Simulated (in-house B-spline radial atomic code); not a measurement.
**Ho³⁺: ionisation energy by several methods**

Aim: the ionisation energy of Ho³⁺ by several methods, each as the difference of two self-consistent energies (Ho³⁺ and the next ion, [Xe] 4f9).

Program: in-house B-spline radial atomic code version 1. Level of theory: Dirac-Coulomb, several functionals; spherical all-electron atom at the radial basis limit. These are calculated values, not measurements, unless marked.

## Step 1: The system

| Quantity | Value |
| --- | --- |
| element | holmium (Z = 67) |
| charge | +3 |
| electrons | 64 |
| configuration | [Xe] 4f10 |
| nucleus | Fermi, rms radius 5.202 fm |

Outer shells as boxes (Hund's rule):

[Xe] 4f10
```
[Xe] core
4f [↑↓][↑↓][↑↓][↑ ][↑ ][↑ ][↑ ]
```

The boxes only draw the filling; these runs are spin-restricted and spherical.

## Step 2: RPBE, a GGA

Input settings:

```ini
Z = 67
electrons = 64.0
configuration = [Xe] 4f10
hamiltonian = dirac
method = rpbe,pbe
spin_polarised = False
nucleus = fermi
rms_radius = 5.2022
mass_number = 165
atomic_mass = 164.930329116
speed_of_light = 137.035999084
```

## Step 3: LDA (VWN5)

The settings differ from step 2 so:

```diff
@@ -4,3 +4,3 @@
 hamiltonian = dirac
-method = rpbe,pbe
+method = lda,vwn
 spin_polarised = False
```

## Step 4: relativistic LDA

The settings differ from step 3 so:

```diff
@@ -4,3 +4,3 @@
 hamiltonian = dirac
-method = lda,vwn
+method = lda_x_rel,vwn
 spin_polarised = False
```

## Step 5: PBEsol, a GGA

The settings differ from step 4 so:

```diff
@@ -4,3 +4,3 @@
 hamiltonian = dirac
-method = lda_x_rel,vwn
+method = pbesol
 spin_polarised = False
```

## Step 6: PBE, a GGA

The settings differ from step 5 so:

```diff
@@ -4,3 +4,3 @@
 hamiltonian = dirac
-method = pbesol
+method = pbe,pbe
 spin_polarised = False
```

## Step 7: BP86, a GGA

The settings differ from step 6 so:

```diff
@@ -4,3 +4,3 @@
 hamiltonian = dirac
-method = pbe,pbe
+method = b88,p86
 spin_polarised = False
```

Before running: The tabulated ionisation energy is 42.52 ± 0.08 eV (semi-empirical; NIST Atomic Spectra Database). What does each method give, and which comes nearest?

**Answer**, as computed:

| method | rung | total energy (hartree) | ΔSCF (eV) | −ε highest (eV) | ΔSCF less tabulated (eV) |
| --- | --- | --- | --- | --- | --- |
| LDA (VWN5) | LDA | -12617.5552 | 45.458 | 34.935 (4f7/2) | +2.938 |
| relativistic LDA | LDA | -12595.3945 | 45.629 | 35.091 (4f7/2) | +3.109 |
| RPBE | GGA | -12626.0887 | 45.022 | 34.512 (4f7/2) | +2.502 |
| PBEsol | GGA | -12621.5407 | 45.146 | 34.630 (4f7/2) | +2.626 |
| PBE | GGA | -12625.6472 | 45.090 | 34.580 (4f7/2) | +2.570 |
| BP86 | GGA | -12627.3628 | 45.196 | 34.682 (4f7/2) | +2.676 |

Tables give 42.52 ± 0.08 eV (semi-empirical; NIST Atomic Spectra Database) for the ionisation energy. RPBE misses by +2.502 eV, the least, and relativistic LDA by +3.109 eV (7.3 %), the most. All methods miss on the same side by much the same amount, which points to something that they share. PBE is off by +2.570 eV. Open shells are averaged (over orientations, and over spins where the run is restricted), while tables refer to the lowest levels. For the semilocal functionals minus the highest level recovers only 77 % of their own ΔSCF value, a mark of self-interaction.
